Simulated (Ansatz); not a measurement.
**C₇H₁₁N: up Jacob's ladder to CCSD(T)**

One table from this session's results is given with a row withheld; the runs are named, their logs left out.

Program: Ansatz 0.2.0, Gaussian basis. Level of theory: functionals in def2-TZVPP, the program's frozen cores in correlated methods. These are calculated values, not measurements.

The runs, in order: LDA (SPW92), PBE-D4, revPBE-D4, BLYP-D4, r2SCAN-D4, B97M-V, PBE0-D4, B3LYP-D4, r2SCANh-D4, r2SCAN0-D4, HSE06-D4, BHLYP-D4, CAM-B3LYP-D4, LC-ωPBE, ωB97X-V, ωB97M-V, B2PLYP, PBE-QIDH; CCSD(T)/def2-SVP; CCSD(T)/def2-TZVPP; MP2/def2-QZVPP; extrapolation to the limit; RPA on PBE.

1 further run of the same task is left out (it didn't finish). Runs told in other sessions of the task aren't counted.

### The geometry

All runs share one geometry, relaxed beforehand with PBE0-D4 in a triple-zeta def2 set.

SMILES `N#CC1CCCCC1`, 19 atoms, charge 0, spin multiplicity 1.

Atoms are counted from 1 here; the program's logs count them from 0.

Bond lengths: N1–C2 1.150 Å, C2–C3 1.460 Å, C3–C4 1.535 Å, C3–C8 1.535 Å, C3–H9 1.095 Å, C4–C5 1.521 Å, C4–H10 1.096 Å, C4–H11 1.093 Å, C5–C6 1.523 Å, C5–H12 1.093 Å, C5–H13 1.096 Å, C6–C7 1.523 Å, C6–H14 1.098 Å, C6–H15 1.093 Å, C7–C8 1.521 Å, C7–H16 1.096 Å, C7–H17 1.093 Å, C8–H18 1.093 Å and more. Angles: N1–C2–C3 179.2°, C2–C3–C4 110.4°, C2–C3–C8 110.4°, C2–C3–H9 106.5°, C4–C3–C8 110.7°, C4–C3–H9 109.3°, C8–C3–H9 109.3°, C3–C4–C5 111.7°, C3–C4–H10 107.2°, C3–C4–H11 109.9°, C5–C4–H10 109.8°, C5–C4–H11 110.9°, H10–C4–H11 107.1°, C4–C5–C6 111.4°, C4–C5–H12 109.6°, C4–C5–H13 109.2°, C6–C5–H12 110.5°, C6–C5–H13 109.5° and more.

Set-up of the first run:

The input, in.yaml:

```yaml
crystal:
  periodic: [false, false, false]
  atoms:
    - {symbol: N, position_ang: [-1.385140, 2.489786, 1.290453]}
    - {symbol: C, position_ang: [-0.900816, 1.446926, 1.320186]}
    - {symbol: C, position_ang: [-0.282911, 0.123955, 1.336952]}
    - {symbol: C, position_ang: [1.171146, 0.204989, 0.851143]}
    - {symbol: C, position_ang: [1.250752, 0.549402, -0.628326]}
    - {symbol: C, position_ang: [0.445443, -0.430199, -1.471623]}
    - {symbol: C, position_ang: [-1.001840, -0.507478, -1.003973]}
    - {symbol: C, position_ang: [-1.090302, -0.856016, 0.474029]}
    - {symbol: H, position_ang: [-0.298294, -0.213454, 2.378505]}
    - {symbol: H, position_ang: [1.628008, -0.774810, 1.028621]}
    - {symbol: H, position_ang: [1.723855, 0.931566, 1.451286]}
    - {symbol: H, position_ang: [2.296600, 0.558036, -0.946702]}
    - {symbol: H, position_ang: [0.868825, 1.565039, -0.782986]}
    - {symbol: H, position_ang: [0.901298, -1.426196, -1.403001]}
    - {symbol: H, position_ang: [0.485688, -0.141441, -2.525355]}
    - {symbol: H, position_ang: [-1.494047, 0.456414, -1.177043]}
    - {symbol: H, position_ang: [-1.553493, -1.248396, -1.588743]}
    - {symbol: H, position_ang: [-2.130116, -0.876579, 0.808601]}
    - {symbol: H, position_ang: [-0.676354, -1.855944, 0.644376]}
basis:
  gaussian: {orbitals: def2-TZVPP}
hamiltonian: {xc: lda}
output: {orbitals: {seedname: orbitals}}
```

The run is started by

```console
$ ansatz run in.yaml --threads 2 --pin off --events-out ev --progress --plain --max-ram 22528MiB --backend cuda --devices 0, --max-vram 18GiB
```

Steps of the session up to this table: LDA; PBE-D4 (GGA); revPBE-D4 (GGA); BLYP-D4 (GGA); r2SCAN-D4 (meta-GGA); B97M-V (meta-GGA); PBE0-D4 (hybrid); B3LYP-D4 (hybrid); r2SCANh-D4 (hybrid); r2SCAN0-D4 (hybrid); HSE06-D4 (hybrid); BHLYP-D4 (hybrid); CAM-B3LYP-D4 (range-separated); LC-ωPBE (range-separated); ωB97X-V (range-separated); ωB97M-V (range-separated); B2PLYP (double hybrid); PBE-QIDH (double hybrid).

One of the session's tables, all rows but one given; the rest of the session is left out.

It belongs to the step «Orbital energies across the functionals». 

| functional | HOMO (eV) | LUMO (eV) | gap (eV) |
| --- | --- | --- | --- |
| LDA (SPW92) | -7.59 | -0.53 | 7.06 |
| PBE-D4 | -7.47 | -0.32 | 7.15 |
| revPBE-D4 | -7.41 | -0.23 | 7.18 |
| BLYP-D4 | ? | ? | ? |
| r2SCAN-D4 | -7.73 | 0.07 | 7.80 |
| B97M-V | -7.82 | -0.11 | 7.71 |
| PBE0-D4 | -8.78 | 0.59 | 9.38 |
| B3LYP-D4 | -8.59 | 0.29 | 8.87 |
| r2SCANh-D4 | -8.22 | 0.43 | 8.65 |
| r2SCAN0-D4 | -8.95 | 0.93 | 9.88 |
| HSE06-D4 | -8.38 | 0.22 | 8.60 |
| BHLYP-D4 | -10.03 | 1.28 | 11.31 |
| CAM-B3LYP-D4 | -10.19 | 1.43 | 11.62 |
| LC-ωPBE | -11.52 | 2.70 | 14.22 |
| ωB97X-V | -11.17 | 2.51 | 13.68 |
| ωB97M-V | -11.05 | 2.10 | 13.15 |

**Question.** Estimate the row for BLYP-D4.

Worked estimate for «HOMO (eV)». Against the share of exact exchange, B3LYP-D4 (0.2, -8.59), BHLYP-D4 (0.5, -10.03) give a slope of -4.80 per unit share; at 0 the line stands at -7.63.

The run gave: HOMO (eV): -7.37; LUMO (eV): -0.26; gap (eV): 7.11. In «HOMO (eV)» the line misses by -0.26.
